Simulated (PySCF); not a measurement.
# InH2F (SMILES [F][InH2]): CASSCF(2,2)/def2-SVP (core potential)

What is the vertical singlet–triplet gap of InH2F at CASSCF(2,2)/def2-SVP (core potential)? The job is set up through a Python script.

The results are computed with PySCF 2.14.0.

1 further run of the same task is left out (set aside as unsound or not needed).

**1. The structure to begin with**

InH2F: 4 atoms, total charge 0, spin state singlet. As SMILES, `[F][InH2]`. The coordinates come from a PBE0-D4/def2-TZVP relaxation.

Bond lengths: F1–In2 1.961 Å, In2–H3 1.702 Å, In2–H4 1.702 Å. Angles: F1–In2–H3 110.4°, F1–In2–H4 110.4°, H3–In2–H4 139.2°.

**2. The energy at CASSCF(2,2)/def2-SVP (core potential)**

Input file run.py:

```python
import numpy
from pyscf import gto, scf, mp, mcscf

mol = gto.Mole()
mol.atom = '''
F       -1.631800      -0.629400       0.188600
In       0.194400       0.052300      -0.026300
H        1.304300      -0.965100       0.767900
H        0.188600       1.481900      -0.950400
'''
mol.charge = 0
mol.max_memory = 1860
mol.ecp = {'In': 'def2-svp'}
mol.spin = 0
mol.basis = 'def2-svp'
mol.verbose = 4
mol.build()

mf = mol.RHF()
mf.conv_tol = 1e-10
mf.kernel()
if not mf.converged:
    mf = mf.newton().run(mf.mo_coeff, mf.mo_occ)

pt = mp.MP2(scf.addons.convert_to_uhf(mf)).run()
noons, natorbs = mcscf.addons.make_natural_orbitals(pt)
print('natural occupations', numpy.round(noons[:40], 4))
cas = mcscf.CASSCF(mf, 2, 2)
cas.fix_spin_(ss=0.0)
cas.natorb = True
cas.kernel(natorbs)
e_final = cas.e_tot
print(f'total energy: {e_final:.8f} hartree')
```

Started as:

```sh
$ OMP_NUM_THREADS=1 python run.py
```

Standard output:

```text
PySCF version 2.14.0

[INPUT] num. atoms = 4
[INPUT] num. electrons = 32
[INPUT] charge = 0
[INPUT] spin (= nelec alpha-beta = 2S) = 0
[INPUT] symmetry False subgroup None
[INPUT] Mole.unit = angstrom
[INPUT] Symbol           X                Y                Z      unit          X                Y                Z       unit  Magmom
[INPUT]  1 F     -1.631800000000  -0.629400000000   0.188600000000 AA   -3.083655090065  -1.189393622801   0.356402347093 Bohr   0.0
[INPUT]  2 In     0.194400000000   0.052300000000  -0.026300000000 AA    0.367362758615   0.098832676315  -0.049699797076 Bohr   0.0
[INPUT]  3 H      1.304300000000  -0.965100000000   0.767900000000 AA    2.464769784270  -1.823774682818   1.451120691054 Bohr   0.0
[INPUT]  4 H      0.188600000000   1.481900000000  -0.950400000000 AA    0.356402347093   2.800385143993  -1.795995708787 Bohr   0.0

nuclear repulsion = 67.3843559020258
number of shells = 22
number of NR pGTOs = 99
number of NR cGTOs = 50
basis = def2-svp
ecp = {'In': 'def2-svp'}

[... 39 lines left out ...]
converged SCF energy = -289.725313998849
[... 37 lines left out ...]
sorting_mo_energy = False
[... 36 lines left out ...]
1-step CASSCF converged in  11 macro (166 JK  36 micro) steps
[... 2 lines left out ...]
Natural orbital (expansion on meta-Lowdin AOs) in CAS space
[... 10 lines left out ...]
CASSCF energy = -289.743401183944
[... 1 line left out ...]
total energy: -289.74340118 hartree
```

Wall time 4.5 s (1 thread of Arm Neoverse V1, shared host); peak memory 0.14 GiB.

**3. The triplet**

Input file job.py:

```python
import numpy
from pyscf import gto, scf, mp, mcscf

molecule = gto.M(
    atom=[
    ('F', (-1.631800, -0.629400, 0.188600)),
    ('In', (0.194400, 0.052300, -0.026300)),
    ('H', (1.304300, -0.965100, 0.767900)),
    ('H', (0.188600, 1.481900, -0.950400)),
],
    verbose=4,
    max_memory=1860,
    spin=2,
    ecp={'In': 'def2-svp'},
    basis='def2-svp',
)

calc0 = molecule.ROHF()
calc0.conv_tol = 1e-10
calc0.kernel()
if not calc0.converged:
    calc0 = calc0.newton().run(calc0.mo_coeff, calc0.mo_occ)

pt = mp.MP2(scf.addons.convert_to_uhf(calc0)).run()
noons, natorbs = mcscf.addons.make_natural_orbitals(pt)
print('natural occupations', numpy.round(noons[:40], 4))
cas = mcscf.CASSCF(calc0, 2, 2)
cas.fix_spin_(ss=2.0)
cas.natorb = True
cas.kernel(natorbs)
energy = cas.e_tot
print('Final energy', energy)
```

Started as:

```sh
$ OMP_NUM_THREADS=1 python job.py
```

Standard output:

```text
PySCF version 2.14.0

[INPUT] num. atoms = 4
[INPUT] num. electrons = 32
[INPUT] charge = 0
[INPUT] spin (= nelec alpha-beta = 2S) = 2
[INPUT] symmetry False subgroup None
[INPUT] Mole.unit = angstrom
[INPUT] Symbol           X                Y                Z      unit          X                Y                Z       unit  Magmom
[INPUT]  1 F     -1.631800000000  -0.629400000000   0.188600000000 AA   -3.083655090065  -1.189393622801   0.356402347093 Bohr   0.0
[INPUT]  2 In     0.194400000000   0.052300000000  -0.026300000000 AA    0.367362758615   0.098832676315  -0.049699797076 Bohr   0.0
[INPUT]  3 H      1.304300000000  -0.965100000000   0.767900000000 AA    2.464769784270  -1.823774682818   1.451120691054 Bohr   0.0
[INPUT]  4 H      0.188600000000   1.481900000000  -0.950400000000 AA    0.356402347093   2.800385143993  -1.795995708787 Bohr   0.0

nuclear repulsion = 67.3843559020258
number of shells = 22
number of NR pGTOs = 99
number of NR cGTOs = 50
basis = def2-svp
ecp = {'In': 'def2-svp'}

[... 47 lines left out ...]
converged SCF energy = -289.504669375417
[... 31 lines left out ...]
kf_interval = 4
ci_response_space = 4
ci_grad_trust_region = 3
with_dep4 0
natorb = True
canonicalization = True
sorting_mo_energy = False
ao2mo_level = 2
internal_rotation = False
******** <class 'pyscf.fci.addons.SpinPenaltyFCISolver'> ********
max. cycles = 50
conv_tol = 1e-08
davidson only = True
linear dependence = 1e-12
level shift = 0.001
max iter space = 12
nroots = 1
pspace_size = 400
spin = None
CASCI E = -289.504605016466  S^2 = 2.0000000
Set conv_tol_grad to 0.000316228
macro iter   1 ( 17 JK    4 micro), CASSCF E = -289.504669375263  dE = -6.43587967e-05  S^2 = 2.0000000
               |grad[o]|=0.0106  |grad[c]|=6.4e-05  |ddm|=    0  |maxRot[o]|=0.00367
macro iter   2 (  1 JK    1 micro), CASSCF E = -289.504669375263  dE =  0.00000000e+00  S^2 = 2.0000000
               |grad[o]|=2.3e-05  |grad[c]|=9.1e-15  |ddm|=    0  |maxRot[o]|=    0
1-step CASSCF converged in   2 macro ( 18 JK   5 micro) steps
CASSCF canonicalization
Natural occ [1. 1.]
Natural orbital (expansion on meta-Lowdin AOs) in CAS space
               #1        #2
0 F 1s           0.00012   0.00060
0 F 2s          -0.00091  -0.00691
0 F 3s           0.00277  -0.00430
[... 46 lines of this table left out ...]
3 H 2pz         -0.07085  -0.02863
<CAS-nat-orb|mo-hf>  16     17      -1.00000000
<CAS-nat-orb|mo-hf>  17     16       1.00000000
CASSCF energy = -289.504669375263
CASCI E = -289.504669375263  E(CI) = -1.00688788761329  S^2 = 2.0000000
Final energy -289.50466937526284
```

It took 1.8 s on 1 thread of Arm Neoverse V1, shared host; peak memory 0.14 GiB.

**4. Summary of results**

At CASSCF(2,2)/def2-SVP (core potential):

| quantity | value |
| --- | --- |
| singlet: total energy | -289.74340 Eh |
| singlet: dipole moment (Hartree–Fock density) | 3.45 D |
| singlet: HOMO energy (Hartree–Fock orbitals) | -11.85 eV |
| singlet: LUMO energy (Hartree–Fock orbitals) | 0.72 eV |
| singlet: HOMO–LUMO gap (Hartree–Fock orbitals) | 12.56 eV |
| triplet: total energy | -289.50467 Eh |
| triplet: dipole moment (Hartree–Fock density) | 4.43 D |
| vertical energy of the triplet above the singlet | 6.496 eV |

At this shape the triplet lies 6.50 eV (150 kcal/mol) above the singlet.
